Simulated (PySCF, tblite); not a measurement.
**C₆H₉O₂ radical: geometry, infrared bands and EPR parameters**

Aim: predict the infrared bands and EPR parameters of C₆H₉O₂ radical (`[CH2]/C(=C\OC=O)CC`).

The runs use tblite 0.8.0 and PySCF 2.14.0, with density-fitted response routines of our own; the level of theory stands in each step. All values are computed, except where a source is named. Atoms count from 0, in the outputs and in this text.

## (1) Starting geometry

17 atoms, charge 0, multiplicity 2; geometry from: force field or distance geometry start.

Bonds of the start (Å): C0–C1 1.44, C1–C2 1.36, C2–O3 1.39, O3–C4 1.37, C4–O5 1.23, C1–C6 1.50, C6–C7 1.53, C0–H8 1.08, C0–H9 1.10, C2–H10 1.09, C4–H11 1.10, C6–H12 1.09, C6–H13 1.10, C7–H14 1.10, C7–H15 1.10, C7–H16 1.09.

## (2) Relaxing the molecule with GFN2-xTB

Job settings and geometry (Å):

```
{"job": {"kind": "relax", "xc": "GFN2-xTB", "basis": "xTB"}, "charge": 0, "multiplicity": 2}
C     -0.034400     1.722900     0.690100
C     -0.082900     0.472000    -0.027900
C      1.025300    -0.299400    -0.172100
O      2.268100     0.053300     0.333600
C      3.278800    -0.840000     0.102400
O      3.224600    -1.892100    -0.524700
C     -1.405100     0.061400    -0.617700
C     -2.379200    -0.446700     0.440000
H      0.878300     2.082500     1.145200
H     -0.933300     2.346300     0.750500
H      0.996000    -1.237200    -0.717200
H      4.194400    -0.446200     0.559400
H     -1.854300     0.906400    -1.142800
H     -1.255000    -0.731000    -1.366000
H     -2.631300     0.332900     1.171500
H     -3.322200    -0.762500    -0.030000
H     -1.974900    -1.310600     0.975700
```

Started as:

```bash
> OMP_NUM_THREADS=1 python probes_run.py task.json out
```

This one command runs all jobs of the session in turn.

**Question.** This job is followed by: GFN2-xTB harmonic vibrations, gas phase; UKS B3LYP, pcH-1 on C H O, non-relativistic, mean-field spin-orbit, GIAO. What will the session give for the following? strongest single infrared mode (GFN2-xTB); zero-point energy (GFN2-xTB); g(iso) (B3LYP); ⟨S²⟩; largest a(iso) (averaged by class); potential on the surface of density 0.002 e/bohr³, 1st and 99th percentile.

The runs gave:

| quantity | value |
| --- | --- |
| strongest single infrared mode (GFN2-xTB) | 1746 cm⁻¹, 784 km/mol |
| zero-point energy (GFN2-xTB) | 84.6 kcal/mol |
| g(iso) (B3LYP) | 2.00273 |
| ⟨S²⟩ | 0.775 (exact 0.75) |
| largest a(iso) (averaged by class) | 13C on C2, 62.9 MHz |
| potential on the surface of density 0.002 e/bohr³, 1st and 99th percentile | -1.48 V and 1.25 V |

**Reading.** Over 105 steps the energy fell by 0.241 eV; of the close pairs, C0–C1 changed most, 1.443 to 1.366 Å. No mode is imaginary among the 45: a minimum at this level. The strongest single mode, at 1746 cm⁻¹, moves mainly C4 and O5. GFN2-xTB is a fitted tight-binding method: band positions and strengths are rough. Its intensities can rank the bands wrongly. The largest spin populations lie on C2 (0.64 e), C0 (0.63 e). The isotropic g lies 0.4 ppt above the free-electron value. These values are for one conformer; the search (at its own cheap level) found 2 more, at 0.00, 5.81 kcal/mol (those within 0.05 may be mirror or relabelled copies), and measured spectra average over such forms.
